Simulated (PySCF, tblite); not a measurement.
# C₅H₁₁FOSi: dynamics, then NMR shifts on frames, part 1 of 2

How do NMR shifts of C₅H₁₁FOSi (`FC[C@H]1C[SiH2]CCO1`) change as the atoms move?

The runs use tblite 0.8.0 and PySCF 2.14.0, with density-fitted response routines of our own; the level of theory stands in each step. All values are computed, except where a source is named. Atoms are numbered from 0 throughout.

### Step 1. The starting structure

19 atoms, charge 0, multiplicity 1; geometry from: GFN2-xTB.

Bonds of the start (Å): F0–C1 1.37, C1–C2 1.53, C2–C3 1.53, C3–Si4 1.90, Si4–C5 1.90, C5–C6 1.53, C6–O7 1.41, O7–C2 1.41, C1–H8 1.09, C1–H9 1.09, C2–H10 1.10, C3–H11 1.09, C3–H12 1.09, Si4–H13 1.46, Si4–H14 1.47, C5–H15 1.09, C5–H16 1.09, C6–H17 1.09, C6–H18 1.10.

### Step 2. A short Langevin run with GFN2-xTB

What the job is given:

```
{"job": {"kind": "md", "xc": "GFN2-xTB", "basis": "xTB", "temperature": 400, "steps": 2000, "every": 50, "frames": 5}, "charge": 0, "multiplicity": 1}
F      3.277204     0.180733    -0.554398
C      2.333183     0.821051     0.206742
C      0.927221     0.382878    -0.211025
C      0.703251    -1.104963     0.063281
Si    -1.091757    -1.561424    -0.361847
C     -2.046457    -0.076804     0.349892
C     -1.286538     1.214000     0.039823
O      0.043712     1.216824     0.510072
H      2.462898     1.896364     0.054864
H      2.524742     0.563730     1.252438
H      0.813625     0.574174    -1.292629
H      1.431684    -1.677126    -0.509293
H      0.901391    -1.288923     1.120745
H     -1.491749    -2.819999     0.267954
H     -1.268487    -1.615846    -1.818991
H     -3.054677     0.007705    -0.053083
H     -2.137978    -0.169833     1.432826
H     -1.755243     2.066510     0.540730
H     -1.295828     1.400203    -1.045564
```

Level: GFN2-xTB Langevin dynamics, gas phase.

Launch:

```console
$ OMP_NUM_THREADS=1 python probes_run.py task.json out
```

This one command runs all jobs of the session in turn.

The program printed:

```text
t/fs     T/K      E/eV
    0.0   325.0   -730.33906
   25.0   219.7   -729.75857
   50.0   257.7   -729.59181
   75.0   359.9   -729.60396
  100.0   339.8   -729.50001
  125.0   454.2   -729.55110
  150.0   428.1   -729.62479
  175.0   397.0   -729.46091
  200.0   481.4   -729.54498
  225.0   377.9   -729.34034
  250.0   376.9   -729.37261
  275.0   497.9   -729.56142
  300.0   443.9   -729.36104
  325.0   425.5   -729.40985
  350.0   390.1   -729.42651
  375.0   535.7   -729.46760
  400.0   386.5   -728.93073
  425.0   566.4   -729.16441
  450.0   608.3   -729.12785
  475.0   542.2   -729.11309
  500.0   543.8   -729.16242
  525.0   525.6   -729.24971
  550.0   421.4   -729.28341
  575.0   507.1   -729.42507
  600.0   347.7   -729.31538
  625.0   324.8   -729.45843
  650.0   495.7   -729.60232
  675.0   416.5   -729.32985
  700.0   478.3   -729.48491
  725.0   501.1   -729.33653
  750.0   527.6   -729.31421
  775.0   515.1   -729.36593
  800.0   470.7   -729.16625
  825.0   502.8   -729.39506
  850.0   394.4   -729.06769
  875.0   368.6   -729.43745
  900.0   455.3   -729.33208
  925.0   526.7   -729.46391
  950.0   488.7   -729.51273
  975.0   339.9   -729.31897
 1000.0   375.7   -729.30862
```

Run time: 12 s. Hardware: 1 thread of Arm Neoverse V2, shared host; peak memory 0.18 GiB.

Distance from the start (root mean square after alignment): 0 fs 0.00 Å, 200 fs 0.31 Å, 400 fs 0.36 Å, 600 fs 0.66 Å, 800 fs 0.97 Å, 1000 fs 1.25 Å.

Positions (Å) and forces (eV/Å) at 1000 fs:

```xyz
19

F     3.684    1.390   -0.251    0.150   -0.536   -0.688
C     2.938    0.239   -0.161   -0.732    0.446    2.505
C     1.564    0.393   -0.791   -0.192   -1.006   -0.682
C     0.886   -1.020   -0.960    2.848    0.151    0.135
Si   -0.477   -0.972    0.242   -0.550   -1.363    1.808
C    -1.421    0.596   -0.013   -0.408    1.453   -1.094
C    -0.450    1.777   -0.251    0.920   -0.644   -1.181
O     0.879    1.296    0.002   -0.244    0.724    1.400
H     2.866    0.113    0.975   -0.294   -0.106   -1.149
H     3.359   -0.658   -0.557    1.158   -0.101   -0.525
H     1.741    0.778   -1.780   -0.011    0.617   -0.876
H     0.580   -1.211   -1.944   -0.834    0.363   -1.516
H     1.679   -1.814   -0.893   -0.686    0.573    0.714
H     0.036   -1.076    1.630   -0.041    0.086   -0.254
H    -1.391   -2.088    0.043   -0.169   -0.226   -0.079
H    -2.191    0.520   -0.792    0.201    0.091    0.193
H    -1.896    0.828    0.910   -0.780    0.021    0.572
H    -0.623    2.506    0.566    0.327    0.021   -0.904
H    -0.402    2.240   -1.321   -0.662   -0.563    1.623
```

### Step 3. Shielding tensors: 250 fs, PBE0/pcSseg-1

What the job is given:

```
{"job": {"kind": "nmr", "xc": "PBE0", "basis": "pcSseg-1", "pop": false}, "charge": 0, "multiplicity": 1}
F      3.308300    -0.571200    -0.449200
C      2.294500    -0.044700     0.328800
C      0.809000    -0.246400    -0.075700
C      0.546700    -1.754000    -0.244800
Si    -1.282400    -1.831100    -0.724500
C     -2.181100    -0.479900     0.281000
C     -1.210800     0.627300     0.463500
O      0.064100     0.352600     0.888600
H      2.566900     0.978000     0.535200
H      2.419700    -0.402000     1.369500
H      0.679600     0.293900    -1.057500
H      1.261900    -2.174400    -0.969300
H      0.741900    -2.322700     0.604200
H     -1.868400    -3.188500    -0.474700
H     -1.478900    -1.437300    -2.103500
H     -3.239600    -0.172100     0.036400
H     -2.210200    -0.823000     1.316200
H     -1.693000     1.241900     1.181200
H     -1.015600     1.168900    -0.431000
```

With the program's defaults for keys left out, this is: GIAO PBE0/pcSseg-1 NMR shielding, non-relativistic, gas phase.

The program printed:

```text
coarse grid: 16048 points
cycle   1  E = -660.9303025435  dE =  1.110e+00  |g| = 6.861e-01  |ddm| = 3.816e+00
cycle   2  E = -660.8785271022  dE =  5.178e-02  |g| = 8.951e-01  |ddm| = 1.207e+00
cycle   3  E = -661.0165329789  dE = -1.380e-01  |g| = 8.181e-02  |ddm| = 7.566e-01
cycle   4  E = -661.0175244703  dE = -9.915e-04  |g| = 3.467e-02  |ddm| = 7.937e-02
cycle   5  E = -661.0177900515  dE = -2.656e-04  |g| = 6.936e-03  |ddm| = 3.326e-02
cycle   6  E = -661.0177993070  dE = -9.256e-06  |g| = 2.463e-03  |ddm| = 7.695e-03
final grid: 149872 points
cycle   7  E = -661.0813906611  dE = -4.287e-05  |g| = 1.292e-02  |ddm| = 3.131e-02
cycle   8  E = -661.0813590169  dE =  3.164e-05  |g| = 1.844e-02  |ddm| = 2.158e-02
cycle   9  E = -661.0814223797  dE = -6.336e-05  |g| = 1.036e-03  |ddm| = 1.302e-02
cycle  10  E = -661.0814225879  dE = -2.082e-07  |g| = 2.863e-04  |ddm| = 1.244e-03
cycle  11  E = -661.0814226060  dE = -1.813e-08  |g| = 7.560e-05  |ddm| = 3.732e-04
cycle  12  E = -661.0814226070  dE = -9.716e-10  |g| = 2.581e-05  |ddm| = 8.042e-05
converged SCF energy = -661.0814226070

GIAO shielding tensors (ppm)
atom      isotropic    diamagn.    paramagn.     s11        s22        s33       span
  0 F      434.566     469.092     -34.526    396.499    415.295    491.904     95.405
  1 C       98.572     240.223    -141.650     64.534     76.615    154.567     90.033
  2 C      111.182     245.963    -134.781     83.298     97.457    152.791     69.493
  3 C      176.552     252.924     -76.372    152.625    182.859    194.172     41.546
  4 Si     404.470     878.188    -473.718    378.712    410.362    424.336     45.625
  5 C      174.636     256.971     -82.335    151.407    182.870    189.630     38.223
  6 C      122.208     244.410    -122.203     91.749    100.016    174.858     83.109
  7 O      284.279     399.591    -115.312    243.806    289.937    319.094     75.288
  8 H       27.188      29.569      -2.380     23.303     28.620     29.642      6.339
  9 H       27.361      29.024      -1.663     23.584     28.866     29.633      6.050
 10 H       27.858      31.749      -3.891     25.921     26.088     31.565      5.644
 11 H       30.312      29.788       0.524     25.435     28.571     36.931     11.496
 12 H       32.206      32.654      -0.448     28.333     30.073     38.212      9.878
 13 H       27.005      26.812       0.193     23.361     24.464     33.190      9.829
 14 H       27.595      28.111      -0.517     24.112     25.654     33.019      8.907
 15 H       29.748      28.602       1.146     25.821     26.077     37.346     11.524
 16 H       30.469      31.377      -0.908     27.067     28.611     35.728      8.660
 17 H       27.732      31.301      -3.569     20.855     28.502     33.839     12.984
 18 H       28.942      32.468      -3.525     22.938     29.517     34.371     11.433
```

It took 30 s on 1 thread of Arm Neoverse V2, shared host; peak memory 0.82 GiB.

Shifts follow as δ = σ(reference) − σ, with reference shieldings (ppm) from runs at the same level and on the same kind of geometry: ¹H TMS 31.72, ¹³C TMS 186.9, ²⁹Si TMS 349.2, ¹⁹F CFCl3 170.9, ¹⁷O H2O 336.1. The references are single molecules in the gas phase, so shifts against H2O, NH3, PH3, H3PO4 or CFCl3 are not on the usual liquid scales and can be off by tens of ppm. Each atom is listed at this fixed geometry, with no averaging over motion; a spectrum would average atoms that exchange fast.

```csv
atoms,environment,σ (ppm),δ (ppm)
C1,sp3 CH2 bonded to F,98.6,88.4
C2,sp3 CH bonded to O,111.2,75.7
C6,sp3 CH2 bonded to O,122.2,64.7
C5,sp3 CH2 bonded to Si,174.6,12.3
C3,sp3 CH2 bonded to Si,176.6,10.4
H13,"hydrogen on a silicon bonded to 2 C, in a 6-membered ring",27.01,4.71
H8,hydrogen on an sp3 CH2 bonded to F,27.19,4.53
H9,hydrogen on an sp3 CH2 bonded to F,27.36,4.36
H14,"hydrogen on a silicon bonded to 2 C, in a 6-membered ring",27.59,4.12
H17,hydrogen on an sp3 CH2 bonded to O,27.73,3.98
H10,hydrogen on an sp3 CH bonded to O,27.86,3.86
H18,hydrogen on an sp3 CH2 bonded to O,28.94,2.77
H15,hydrogen on an sp3 CH2 bonded to Si,29.75,1.97
H11,hydrogen on an sp3 CH2 bonded to Si,30.31,1.40
H16,hydrogen on an sp3 CH2 bonded to Si,30.47,1.25
H12,hydrogen on an sp3 CH2 bonded to Si,32.21,-0.49
F0,fluorine on an sp3 carbon,434.6,-263.6
Si4,"silicon bonded to 2 C, 2 H, in a 6-membered ring",404.5,-55.3
O7,ether oxygen,284.3,51.8
```

Ring of atoms C2, C3, Si4, C5, C6, O7: NICS(0) -2.5, NICS(1) -2.0, NICS(1)zz 3.1 ppm (means of both faces).

Orbitals, density, ELF and potential are computed afterwards from the orbital file.

Frontier orbitals at PBE0/pcSseg-1, with the share of their density that lies nearest to each atom:

```csv
orbital,energy (eV),lies on
HOMO,-7.69,"O7 39 %; C3, C5 about 10 % each; C2 6 %"
LUMO,1.02,4 H atoms about 12 % each; Si4 13 %; H17 7 %
```

ELF in a plane through or near 9 of the atoms.

Ten even steps from '0' (0.00) to '9' (1.00):
```
0000000000000000000000000000
0000000000000000000000000000
0000000000000000000000000000
0000000000000002663000000000
0000000000000007999200000000
0000016870025217999100000000
0000079993048844783014300000
0000069995038783364489930000
0000005854548764893799970000
0000333383932500552499950000
0002677646756611699755300000
0001588620177584116620000000
0000256500572291861310000000
0000012103998683116851000000
0000000007998433699995000000
0000000003885101699995000000
0000000000000000279961000000
0000000000000000012100000000
0000000000000000000000000000
0000000000000000000000000000
```
The map spans 11.9 Å across and 10.0 Å up, centred on the molecule. Atoms in the plane (x, y in Å): C1 (-2.4, 0.4), C2 (-0.9, 0.2), C3 (-0.5, -1.3), Si4 (1.3, -1.3), C5 (2.1, 0.4), C6 (1.0, 1.4), H8 (-2.8, 1.3), H15 (3.1, 0.7), H17 (1.4, 2.3).

On the surface of density 0.002 e/bohr³ the electrostatic potential runs, from the 1st to the 99th percentile, from -1.01 V near F0 to 0.92 V near H15.

### Step 4. Nuclear shieldings: 425 fs, PBE0/pcSseg-1

What the job is given:

```
{"job": {"kind": "nmr", "xc": "PBE0", "basis": "pcSseg-1", "pop": false}, "charge": 0, "multiplicity": 1}
F      3.449600    -0.114000    -0.399000
C      2.548200    -0.302200     0.616100
C      1.120200    -0.605400     0.100200
C      0.699000    -2.036900    -0.275700
Si    -1.229600    -1.986500    -0.442800
C     -2.070700    -0.627100     0.607600
C     -0.955800     0.333900     0.867100
O      0.272400    -0.203500     1.191200
H      2.290300     0.687400     1.163900
H      2.907300    -1.115700     1.295800
H      1.006900     0.055800    -0.787600
H      0.976200    -2.321400    -1.381500
H      0.919700    -2.803400     0.518500
H     -1.657700    -3.363900    -0.212600
H     -1.649000    -1.538200    -1.883600
H     -2.893600    -0.107400     0.099800
H     -2.328700    -1.155500     1.552500
H     -1.176700     0.763100     1.858100
H     -0.882300     1.066500    -0.010000
```

Method: GIAO PBE0/pcSseg-1 NMR shielding, non-relativistic, gas phase.

The program printed:

```text
coarse grid: 16048 points
cycle   1  E = -660.9188701003  dE =  7.843e-01  |g| = 7.044e-01  |ddm| = 3.746e+00
cycle   2  E = -660.8398585161  dE =  7.901e-02  |g| = 9.852e-01  |ddm| = 1.276e+00
cycle   3  E = -661.0092307841  dE = -1.694e-01  |g| = 9.112e-02  |ddm| = 8.361e-01
cycle   4  E = -661.0104674383  dE = -1.237e-03  |g| = 4.372e-02  |ddm| = 9.623e-02
cycle   5  E = -661.0108522473  dE = -3.848e-04  |g| = 8.819e-03  |ddm| = 3.937e-02
cycle   6  E = -661.0108638625  dE = -1.162e-05  |g| = 3.435e-03  |ddm| = 8.234e-03
cycle   7  E = -661.0108661209  dE = -2.258e-06  |g| = 4.406e-04  |ddm| = 2.690e-03
final grid: 149872 points
cycle   8  E = -661.0762891293  dE = -3.268e-05  |g| = 1.147e-02  |ddm| = 2.700e-02
cycle   9  E = -661.0762609184  dE =  2.821e-05  |g| = 1.699e-02  |ddm| = 1.901e-02
cycle  10  E = -661.0763148991  dE = -5.398e-05  |g| = 1.095e-03  |ddm| = 1.142e-02
cycle  11  E = -661.0763151514  dE = -2.523e-07  |g| = 2.818e-04  |ddm| = 1.294e-03
cycle  12  E = -661.0763151672  dE = -1.575e-08  |g| = 9.427e-05  |ddm| = 3.429e-04
cycle  13  E = -661.0763151685  dE = -1.320e-09  |g| = 2.817e-05  |ddm| = 8.241e-05
cycle  14  E = -661.0763151686  dE = -1.232e-10  |g| = 5.485e-06  |ddm| = 2.687e-05
converged SCF energy = -661.0763151686

GIAO shielding tensors (ppm)
atom      isotropic    diamagn.    paramagn.     s11        s22        s33       span
  0 F      410.472     469.234     -58.762    379.212    407.039    445.166     65.954
  1 C       86.998     245.626    -158.628     55.712     77.943    127.339     71.627
  2 C      100.759     249.004    -148.245     66.379     96.950    138.947     72.568
  3 C      160.400     252.986     -92.586    139.372    155.843    185.985     46.612
  4 Si     398.516     879.131    -480.615    356.013    402.465    437.071     81.058
  5 C      171.637     256.639     -85.002    152.634    169.945    192.331     39.697
  6 C      113.892     243.841    -129.949     80.513     96.110    165.053     84.540
  7 O      237.918     401.977    -164.059    186.774    261.184    265.795     79.021
  8 H       25.470      28.182      -2.712     21.020     26.613     28.776      7.755
  9 H       26.594      28.738      -2.144     22.827     28.197     28.759      5.932
 10 H       28.063      33.519      -5.456     26.377     26.861     30.951      4.574
 11 H       27.821      27.771       0.050     23.558     26.200     33.705     10.148
 12 H       29.028      29.774      -0.747     25.108     27.794     34.181      9.074
 13 H       27.386      28.441      -1.055     23.961     25.020     33.175      9.214
 14 H       26.218      27.681      -1.463     22.513     24.924     31.217      8.703
 15 H       30.313      30.116       0.197     26.649     27.062     37.228     10.579
 16 H       29.590      29.858      -0.268     26.002     27.300     35.468      9.466
 17 H       25.965      30.258      -4.293     19.388     26.827     31.679     12.291
 18 H       26.996      30.777      -3.781     21.252     27.945     31.791     10.539
```

Run time: 23 s. Hardware: 1 thread of Arm Neoverse V2, shared host; peak memory 0.94 GiB.

Key values: δ C1 99.9, C2 86.2, C6 73.0, C3 26.5, H8 6.25, H17 5.75 ppm.

### Step 5. NMR shieldings: 625 fs, PBE0/pcSseg-1

What the job is given:

```
{"job": {"kind": "nmr", "xc": "PBE0", "basis": "pcSseg-1", "pop": false}, "charge": 0, "multiplicity": 1}
F      3.412400     1.129800     0.011300
C      2.901900    -0.112500     0.237600
C      1.357800    -0.188300     0.032300
C      0.860500    -1.639100     0.121400
Si    -0.913600    -1.479700    -0.375200
C     -1.489000    -0.188800     0.873500
C     -0.551900     0.990900     0.944100
O      0.813100     0.557100     1.050200
H      3.205300    -0.385100     1.286900
H      3.445700    -0.842900    -0.455200
H      1.253800     0.332800    -0.917700
H      1.509600    -2.349800    -0.515000
H      0.888700    -2.062900     1.142700
H     -1.504000    -2.952500    -0.273300
H     -1.093200    -1.162100    -1.738800
H     -2.484500     0.140700     0.852700
H     -1.443800    -0.599000     1.888500
H     -0.717800     1.465500     1.900400
H     -0.681100     1.769500     0.208100
```

Level: GIAO PBE0/pcSseg-1 NMR shielding, non-relativistic, gas phase.

The program printed:

```text
coarse grid: 16048 points
cycle   1  E = -660.9254404882  dE =  9.499e-01  |g| = 7.252e-01  |ddm| = 3.788e+00
cycle   2  E = -660.8450438637  dE =  8.040e-02  |g| = 1.009e+00  |ddm| = 1.432e+00
cycle   3  E = -661.0219455834  dE = -1.769e-01  |g| = 9.186e-02  |ddm| = 9.517e-01
cycle   4  E = -661.0232216187  dE = -1.276e-03  |g| = 4.059e-02  |ddm| = 9.288e-02
cycle   5  E = -661.0235630791  dE = -3.415e-04  |g| = 8.778e-03  |ddm| = 3.828e-02
cycle   6  E = -661.0235769393  dE = -1.386e-05  |g| = 2.712e-03  |ddm| = 8.855e-03
cycle   7  E = -661.0235783704  dE = -1.431e-06  |g| = 4.982e-04  |ddm| = 2.193e-03
final grid: 149872 points
cycle   8  E = -661.0882409769  dE = -3.331e-05  |g| = 1.214e-02  |ddm| = 2.619e-02
cycle   9  E = -661.0882101464  dE =  3.083e-05  |g| = 1.784e-02  |ddm| = 2.043e-02
cycle  10  E = -661.0882696474  dE = -5.950e-05  |g| = 1.067e-03  |ddm| = 1.242e-02
cycle  11  E = -661.0882698798  dE = -2.324e-07  |g| = 2.484e-04  |ddm| = 1.268e-03
cycle  12  E = -661.0882698930  dE = -1.319e-08  |g| = 7.794e-05  |ddm| = 3.476e-04
cycle  13  E = -661.0882698941  dE = -1.067e-09  |g| = 2.611e-05  |ddm| = 8.466e-05
cycle  14  E = -661.0882698942  dE = -1.153e-10  |g| = 4.302e-06  |ddm| = 2.569e-05
converged SCF energy = -661.0882698942

GIAO shielding tensors (ppm)
atom      isotropic    diamagn.    paramagn.     s11        s22        s33       span
  0 F      402.307     470.077     -67.771    362.567    392.142    452.212     89.644
  1 C       87.434     238.449    -151.015     55.323     75.521    131.459     76.136
  2 C      109.397     243.932    -134.536     97.035    101.963    129.191     32.156
  3 C      170.458     253.679     -83.221    139.924    180.225    191.225     51.301
  4 Si     396.972     878.729    -481.757    367.978    382.866    440.073     72.094
  5 C      178.583     252.827     -74.244    164.183    182.277    189.290     25.107
  6 C      117.853     242.591    -124.737     86.820     96.445    170.294     83.474
  7 O      265.375     398.165    -132.790    215.170    256.853    324.103    108.933
  8 H       26.376      27.462      -1.086     22.380     27.758     28.989      6.609
  9 H       26.506      26.762      -0.255     22.013     28.646     28.861      6.848
 10 H       28.166      32.065      -3.899     25.171     27.510     31.817      6.646
 11 H       29.805      29.241       0.564     25.210     27.495     36.709     11.498
 12 H       30.482      31.214      -0.733     27.491     28.564     35.389      7.898
 13 H       25.991      26.512      -0.521     22.748     23.434     31.792      9.044
 14 H       27.944      29.352      -1.408     24.904     25.570     33.358      8.454
 15 H       31.942      30.699       1.243     27.553     28.221     40.053     12.501
 16 H       30.202      30.833      -0.631     26.417     27.782     36.409      9.992
 17 H       27.401      29.936      -2.535     22.230     26.968     33.006     10.776
 18 H       28.164      30.711      -2.548     23.174     27.655     33.661     10.487
```

Run time: 24 s. Hardware: 1 thread of Arm Neoverse V2, shared host; peak memory 0.94 GiB.

This run: δ C1 99.5, C2 77.5, C6 69.1, C3 16.5, H13 5.73, H8 5.34 ppm.

(Continued in part 2 of 2.)
